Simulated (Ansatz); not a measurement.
What does this script print? It uses the Python package of Ansatz (0.2.0).

`mg2mncr3s8.py`
```python
"""Chain to YAML and back, for Mg2MnCr3S8."""

from pathlib import Path

import ansatz as az


def main() -> None:
    lattice = az.Lattice.of(
        (3.625991, 2.093467, 5.900938),
        (-3.625991, 2.093467, 5.900938),
        (0.0, -4.186934, 5.900938),
    )
    sites = [
        ("Mg", (0.875674, 0.875674, 0.875674), 0.0),
        ("Mg", (0.124326, 0.124326, 0.124326), 0.0),
        ("Mn", (0.5, 0.5, 0.5), 2.8),
        ("Cr", (0.5, 0.5, 0.0), -2.1),
        ("Cr", (0.0, 0.5, 0.5), 2.1),
        ("Cr", (0.5, 0.0, 0.5), -2.1),
        ("S", (0.736535, 0.736535, 0.736535), 0.0),
        ("S", (0.260155, 0.260155, 0.711536), 0.0),
        ("S", (0.260155, 0.711536, 0.260155), 0.0),
        ("S", (0.711536, 0.260155, 0.260155), 0.0),
        ("S", (0.739845, 0.288464, 0.739845), 0.0),
        ("S", (0.288464, 0.739845, 0.739845), 0.0),
        ("S", (0.263465, 0.263465, 0.263465), 0.0),
        ("S", (0.739845, 0.739845, 0.288464), 0.0),
    ]
    crystal = az.Crystal(lattice=lattice)
    for symbol, position, moment in sites:
        crystal = crystal.atom(symbol, position, moment=moment or None)

    calc = (
        crystal.calculation()
        .functional("pbesol")
        .basis(420)
        .kpoints(5, 5, 5)
        .occupations(az.OccupationsMethod.COLD)
        .spin("collinear")
        .forces()
        .stress()
    )
    Path("written.yaml").write_text(calc.to_yaml())
    back = az.Calculation.from_yaml("written.yaml")
    print(back.to_python())
    print("same input:", back.to_yaml() == calc.to_yaml())


if __name__ == "__main__":
    main()
```

```console
$ python mg2mncr3s8.py
(
    az.Lattice.of(((3.625991, 2.093467, 5.900938), (-3.625991, 2.093467, 5.900938), (0.0, -4.186934, 5.900938)))
    .atom("Mg", (0.875674, 0.875674, 0.875674))
    .atom("Mg", (0.124326, 0.124326, 0.124326))
    .atom("Mn", (0.5, 0.5, 0.5), moment=2.8)
    .atom("Cr", (0.5, 0.5, 0.0), moment=-2.1)
    .atom("Cr", (0.0, 0.5, 0.5), moment=2.1)
    .atom("Cr", (0.5, 0.0, 0.5), moment=-2.1)
    .atom("S", (0.736535, 0.736535, 0.736535))
    .atom("S", (0.260155, 0.260155, 0.711536))
    .atom("S", (0.260155, 0.711536, 0.260155))
    .atom("S", (0.711536, 0.260155, 0.260155))
    .atom("S", (0.739845, 0.288464, 0.739845))
    .atom("S", (0.288464, 0.739845, 0.739845))
    .atom("S", (0.263465, 0.263465, 0.263465))
    .atom("S", (0.739845, 0.739845, 0.288464))
    .calculation()
    .basis(cutoff=420.0)
    .kpoints(5, 5, 5)
    .functional("pbesol")
    .spin("collinear")
    .occupations(method="cold")
    .forces()
    .stress()
)

same input: True
```

It writes `written.yaml`:
```yaml
crystal:
  lattice:
    - [3.625991, 2.093467, 5.900938]
    - [-3.625991, 2.093467, 5.900938]
    - [0.0, -4.186934, 5.900938]
  atoms:
    - { symbol: Mg, position: [0.875674, 0.875674, 0.875674] }
    - { symbol: Mg, position: [0.124326, 0.124326, 0.124326] }
    - { symbol: Mn, position: [0.5, 0.5, 0.5], spin: 2.8 }
    - { symbol: Cr, position: [0.5, 0.5, 0.0], spin: -2.1 }
    - { symbol: Cr, position: [0.0, 0.5, 0.5], spin: 2.1 }
    - { symbol: Cr, position: [0.5, 0.0, 0.5], spin: -2.1 }
    - { symbol: S, position: [0.736535, 0.736535, 0.736535] }
    - { symbol: S, position: [0.260155, 0.260155, 0.711536] }
    - { symbol: S, position: [0.260155, 0.711536, 0.260155] }
    - { symbol: S, position: [0.711536, 0.260155, 0.260155] }
    - { symbol: S, position: [0.739845, 0.288464, 0.739845] }
    - { symbol: S, position: [0.288464, 0.739845, 0.739845] }
    - { symbol: S, position: [0.263465, 0.263465, 0.263465] }
    - { symbol: S, position: [0.739845, 0.739845, 0.288464] }
basis:
  ecutwfc: 420.0
kpoints:
  mp_grid:
    grid: [5, 5, 5]
hamiltonian:
  xc: pbesol
magnetization:
  spin_polarized: true
scf:
  occupations:
    method: cold
output:
  forces: true
  stress: true
```

The input is only written out: it wasn't run, and its settings aren't tested. The structure comes from a database and needn't be a stable phase.
